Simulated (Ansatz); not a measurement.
# CH5NSSi: the cost of one run

Program: Ansatz 0.2.0. Level of theory: RKS PBE0/STO-3G. These are calculated values, not measurements.

### 1 Starting point

Bond lengths: N1–C2 1.410 Å, C2–Si3 1.769 Å, C2–S4 1.784 Å, N1–H5 1.014 Å, N1–H6 1.011 Å, Si3–H7 1.452 Å, Si3–H8 1.444 Å, S4–H9 1.336 Å. Angles: N1–C2–Si3 127.9°, N1–C2–S4 113.6°, Si3–C2–S4 118.4°, C2–N1–H5 112.9°, C2–N1–H6 112.7°, H5–N1–H6 111.0°, C2–Si3–H7 119.6°, C2–Si3–H8 120.2°, H7–Si3–H8 120.0°, C2–S4–H9 96.6°.

Coordinates:

```xyz
9

N     0.0445    1.3113   -0.5240
C    -0.0486    0.0891    0.1726
Si    0.0513   -1.5483   -0.4885
S    -0.3759    0.2835    1.9157
H    -0.6259    2.0004   -0.2020
H    -0.0097    1.1947   -1.5270
H     0.1883   -1.7352   -1.9216
H     0.1196   -2.6862    0.3980
H     0.6564    1.0907    2.1768
```

### 2 Relaxing end A

Input file input.yaml:

```yaml
crystal:
  periodic: [false, false, false]
  atoms:
    - { symbol: "N", position_ang: [0.0445, 1.31126, -0.52403] }
    - { symbol: C, position_ang: [-0.04859, 0.08909, 0.17255] }
    - { symbol: Si, position_ang: [0.05129, -1.54835, -0.48849] }
    - { symbol: S, position_ang: [-0.37594, 0.2835, 1.91574] }
    - { symbol: H, position_ang: [-0.6259, 2.00045, -0.20199] }
    - { symbol: H, position_ang: [-0.00967, 1.19475, -1.52704] }
    - { symbol: H, position_ang: [0.18832, -1.73517, -1.92157] }
    - { symbol: H, position_ang: [0.11959, -2.68619, 0.39803] }
    - { symbol: H, position_ang: [0.6564, 1.09067, 2.17679] }
basis:
  gaussian: { orbitals: STO-3G }
hamiltonian:
  xc: pbe0
relax:
  f_tol: 0.02
  max_steps: 50
```

On the command line:

```
$ ansatz run input.yaml --threads 1 --pin off --max-ram 2048MiB --backend cpu --events-out ev --progress --plain --runs-dir out
```

**Question.** How long does this run take on 1 thread of Arm Neoverse V1, shared host, and how much memory does it need?

About 36 s, with a peak of 0.14 GiB.
